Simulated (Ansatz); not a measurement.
Run this with the Python package of Ansatz (0.2.0) and show what comes out.

Script `methods_c2h2bri.py`:
```python
from pathlib import Path

import ansatz as az
import numpy as np

GEOMETRY = """
Br   -0.90130    1.57330   -1.34900
C     0.13110    0.33820   -0.56450
C    -0.22440   -0.32070    0.53530
I     1.10360   -1.71130    1.39370
H     1.06890    0.17820   -1.11240
H    -1.13570   -0.12170    1.05070
"""


def main() -> None:
    c2h2bri = az.Crystal.molecule()
    for line in GEOMETRY.strip().splitlines():
        symbol, *xyz = line.split()
        c2h2bri = c2h2bri.atom(symbol, [float(v) for v in xyz])

    calculation = c2h2bri.calculation().basis(gaussian="def2-SVP")

    print("functional    E (Ha)        dipole (D)   HOMO (eV)  LUMO (eV)")
    for name in ["blyp", "revpbe", "pbe0", "lc_wpbe", "hf", "pbe"]:
        r = calculation.functional(name).forces().orbitals().run(threads=1, runs_dir="runs").report
        lines = Path(r["orbitals_path"]).read_text().splitlines()
        field_of = lambda key: [line.split("=")[1].strip() for line in lines if line.startswith(key)]
        orbitals = [(27.211386 * float(e), s, float(n)) for e, s, n in zip(field_of("Ene="), field_of("Spin="), field_of("Occup="))]
        homo = max(e for e, _, n in orbitals if n > 0.5)
        lumo = min(e for e, _, n in orbitals if n < 0.5)
        dipole = 4.803205 * np.linalg.norm(r["charge_distribution"]["dipole_moment_e_ang"])
        print(f"{name:10s} {r['free_energy_ev'] / 27.211386246:14.6f} {dipole:9.3f} {homo:11.3f} {lumo:10.3f}")


if __name__ == "__main__":
    main()
```

```console
$ python methods_c2h2bri.py
functional    E (Ha)        dipole (D)   HOMO (eV)  LUMO (eV)
blyp         -2948.794743     0.225      -5.511     -1.721
revpbe       -2948.664910     0.202      -5.712     -1.840
pbe0         -2948.484897     0.170      -6.885     -1.024
lc_wpbe      -2948.484623     0.137      -9.440      1.286
hf           -2945.549505     0.140      -9.248      2.668
pbe          -2948.364483     0.212      -5.751     -1.908
```

Reading the output:
- Total energies depend on the basis set; only differences at equal settings carry meaning.
- The geometry is a force-field or estimated start, not a minimum of this method, and the basis set is short of its limit. A lower total doesn't mark the better method: functionals have no common bound, and MP2 and coupled cluster aren't variational.
- def2 sets replace the cores of elements past krypton by effective core potentials.
- Levels such as HOMO and LUMO are orbital energies: with these approximate functionals they aren't the ionisation energy and electron affinity, and their gap isn't the fundamental gap.
- The whole script took 18 s on 1 thread of Arm Neoverse V2 (shared host), peak memory 0.28 GiB.
